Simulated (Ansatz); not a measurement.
**GaCO (quartet): the correlation ladder, cc-pVDZ**

The task here is to estimate one member of a computed series from the others.

Program: Ansatz 0.2.0, Gaussian basis. Level of theory: cc-pVDZ, core rule «outside noble gas», up to 16 orbitals frozen. These are calculated values, not measurements.

To be run: UHF; CCSD(T) on ROHF; CCSD(T) on UHF; BCCD(T) on ROHF; CISD; CCSDT(Q) on ROHF; CCSDT(Q) on UHF; CASSCF and MRCISD+Q, 11 electrons in 11 orbitals; CASSCF and NEVPT2, 11 electrons in 11 orbitals.

29 further runs of the same task are left out: 4 for a known fault of the program, 11 that didn't finish, 14 set aside as unsound or not needed.

## What is computed

The geometry is a PBE0/def2-TZVP stationary point (not a proven minimum). No spin-orbit coupling is included. The filled d shell of Ga may be among the frozen orbitals whatever the setting's name suggests; the logs give the count.

3 atoms, charge 0, spin multiplicity 4.

Atoms are counted from 1 here; the program's logs count them from 0.

Bond lengths: Ga1–C2 1.839 Å, C2–O3 1.161 Å. Angles: Ga1–C2–O3 180.0°.

Set-up of the first run:

Contents of in.yaml:

```yaml
crystal:
  periodic: [false, false, false]
  atoms:
    - {symbol: Ga, position_ang: [0.000000, 0.000000, 1.613200]}
    - {symbol: C, position_ang: [0.000000, 0.000000, -0.226200]}
    - {symbol: O, position_ang: [0.000000, 0.000000, -1.387000]}
basis:
  gaussian: {orbitals: cc-pVDZ}
magnetization: {spin_polarized: true, initial_magnetization: 3}
hamiltonian: {xc: hf}
output: {orbitals: {seedname: orbitals}}
```

On the command line:

```
ansatz run in.yaml --threads 1 --pin off --events-out ev --progress --plain --max-ram 2393MiB
```

Steps of the session up to this table: UHF; CCSD(T) on ROHF; CCSD(T) on UHF; BCCD(T) on ROHF; CISD; CCSDT(Q) on ROHF; CCSDT(Q) on UHF; CASSCF and MRCISD+Q, 11 electrons in 11 orbitals; CASSCF and NEVPT2, 11 electrons in 11 orbitals.

One table of the session follows, with a row left open; its other results are not shown here.

It belongs to the step «Misses and costs». 

| method | from RCCSDT(Q) (kcal/mol) |
| --- | --- |
| ROHF | +221.56 |
| UHF | +219.03 |
| RMP2 | +15.39 |
| UMP2 | +15.99 |
| RCCSD | +10.58 |
| UCCSD | +9.91 |
| RCCSD(T) | +1.48 |
| UCCSD(T) | +1.02 |
| BCCD(T) | +1.46 |
| RCCSDT | +0.89 |
| UCCSDT | +0.34 |
| RCCSDT(Q) | 0 |
| UCCSDT(Q) | ? |
| CASSCF valence | +127.88 |
| NEVPT2 valence | +24.41 |
| MRCISD valence | +9.94 |
| MRCISD+Q valence | +2.72 |

**Question.** Estimate the row for UCCSDT(Q).

As computed: from RCCSDT(Q) (kcal/mol): -0.68. In the column «from RCCSDT(Q) (kcal/mol)» it is the lowest.

Not comparable, so not listed: CISD (they don't share determinant, frozen orbitals or solution with the rows shown, or repeat one).

Caveats from the session: Restricted and unrestricted rows rest on different reference determinants; where their highest levels disagree by more than a few hundredths of an eV, they describe different states and don't form one ladder.
